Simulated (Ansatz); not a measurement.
# LaBi2ClO4: the cost of one run

All numbers are computed with Ansatz 0.2.0 through its Python package. The levels of theory stand in the script.

### Step 1. The system

The structure is tetragonal, space group P4/mmm (No. 123). The conventional cell has a = 3.989 Å, b = 3.989 Å, c = 9.333 Å, α = 90.00°, β = 90.00°, γ = 90.00°. Around La (site symmetry 4/mmm) lie 8 O at 2.50 Å. Around Bi (site symmetry 4mm) lie 4 O at 2.27 Å. Cl (site symmetry 4/mmm) is surrounded by 8 Bi at 3.50 Å. O (site symmetry 2mm) has 2 Bi at 2.27 Å and 2 La at 2.50 Å in its first shell of neighbours.

No structure file is read: the coordinates are typed or built in the script.

### Step 2. The code

Input file lattice.py:

```python
"""How the lattice of LaBi2ClO4 depends on the functional."""

import ansatz as az
import numpy as np
from pymatgen.core import Lattice, Structure
from pymatgen.io.ase import AseAtomsAdaptor

MESH = (4, 4, 2)
TOLERANCE = 1e-05
MAX_ITERATIONS = 100

def edges_and_angles(cell):
    cell = np.asarray(cell)
    a, b, c = np.linalg.norm(cell, axis=1)
    cosines = cell[1] @ cell[2] / (b * c), cell[0] @ cell[2] / (a * c), cell[0] @ cell[1] / (a * b)
    return (a, b, c, *np.degrees(np.arccos(cosines)))


def main() -> None:
    pmg_structure = Structure(
        Lattice([[3.988897, 0.0, 0.0], [0.0, 3.988897, 0.0], [0.0, 0.0, 9.333185]]),
        ["La", "Bi", "Bi", "Cl", "O", "O", "O", "O"],
        [
            [0.0, 0.0, 0.0],
            [0.5, 0.5, 0.278377],
            [0.5, 0.5, 0.721623],
            [0.0, 0.0, 0.5],
            [0.0, 0.5, 0.161656],
            [0.0, 0.5, 0.838344],
            [0.5, 0.0, 0.161656],
            [0.5, 0.0, 0.838344],
        ],
    )
    structure = az.Crystal.from_ase(AseAtomsAdaptor.get_atoms(pmg_structure))

    job = (
        structure.calculation()
        .basis(14 * az.Ha)
        .accuracy("medium")
        .kpoints(mesh=MESH)
        .occupations(az.OccupationsMethod.FIXED)
        .scf(tolerance=TOLERANCE, max_iterations=MAX_ITERATIONS, lower_state_search="off")
        .relax(cell=True, max_steps=40)
    )

    levels = [("blyp", "d3bj"), ("pbesol", "d3bj"), ("lda", "none")]
    print("level            a       b       c    alpha   beta  gamma  V/atom  steps")
    for name, dispersion in levels:
        seen = []
        run = job.functional(name, dispersion=dispersion).session().plan()
        out = run.execute(on_event=lambda e: seen.append(e) if e["event"] == "relax_step" else None)
        cell = out.lattice.cell_ang
        label = name if dispersion == "none" else f"{name}+{dispersion}"
        print("{:13s} {:7.4f} {:7.4f} {:7.4f} {:6.2f} {:6.2f} {:6.2f}".format(label, *edges_and_angles(cell)), f"{abs(np.linalg.det(cell)) / len(out.lattice.sites):7.3f} {len(seen):5d}")


if __name__ == "__main__":
    main()
```

### Step 3. The input behind the calls

The engine receives this input (first run):

```yaml
crystal:
  lattice:
    - [3.988897, 0.0, 0.0]
    - [0.0, 3.988897, 0.0]
    - [0.0, 0.0, 9.333185]
  atoms:
    - { symbol: La, position: [0.0, 0.0, 0.0] }
    - { symbol: Bi, position: [0.5, 0.5, 0.278377] }
    - { symbol: Bi, position: [0.5, 0.5, 0.721623] }
    - { symbol: Cl, position: [0.0, 0.0, 0.5] }
    - { symbol: O, position: [0.0, 0.5, 0.161656] }
    - { symbol: O, position: [0.0, 0.5, 0.838344] }
    - { symbol: O, position: [0.5, 0.0, 0.161656] }
    - { symbol: O, position: [0.5, 0.0, 0.838344] }
accuracy: medium
basis:
  ecutwfc: 380.959407443832
kpoints:
  mp_grid:
    grid: [4, 4, 2]
hamiltonian:
  xc: blyp
  dispersion: d3bj
scf:
  max_iter: 100
  convergence:
    dr2_threshold: 1.0e-05
  lower_state_search: "off"
  occupations:
    method: fixed
relax:
  max_steps: 40
  cell: {}
```

### Step 4. The run

The run is started by

```console
$ python lattice.py
```

**Question.** How long does this script take on 1 thread of Arm Neoverse V1, shared host, and how much memory does it need?

About 2 min, with a peak of 0.58 GiB.
